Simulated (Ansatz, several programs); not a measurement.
KF (started from an entry of an open crystallographic database), relaxed with PBE in Ansatz (plane waves, PAW): the symmetry is Fm-3m (No. 225, cubic); a = 5.419 Å in the conventional setting, 19.89 Å³ an atom. K has 6 F at 2.71 Å; F has 6 K at 2.71 Å. The cell was then scaled with its shape and fractional coordinates held. (Simulation; spin polarisation is off.)

| V (Å³/atom) | E (meV/atom) |
| --- | --- |
| 18.695 | 7.62 |
| 19.889 | 0.00 |
| 20.485 | 1.49 |
| 21.082 | 5.54 |

Question: Pass a cubic E = c₀ + c₁u + c₂u² + c₃u³, with u = V − 20.038 Å³, through these points.

Answer: c₀ = 0.09, c₁ = +1.289, c₂ = 4.362, c₃ = -0.5744 (meV and Å³).

Question: Where is the minimum, and what bulk modulus follows?

Answer: dE/du = 0 at u = -0.144, so V₀ = 19.89 Å³. B = V₀ d²E/dV² = 19.89 × (2c₂ + 6c₃u) = 19.89 × 9.219 = 183 meV/Å³, and 1 meV/Å³ is 0.16022 GPa: 29 GPa. A third-order Birch-Murnaghan fit to all five points gives 19.90 Å³ and 29 GPa.

Question: Predict the energy and the pressure at the withheld volume, 19.292 Å³.

Answer: With u = -0.746: E ≈ 1.79 meV and P = −dE/dV ≈ +0.99 GPa. The run gives 1.86 meV and, from its stress, +0.99 GPa.
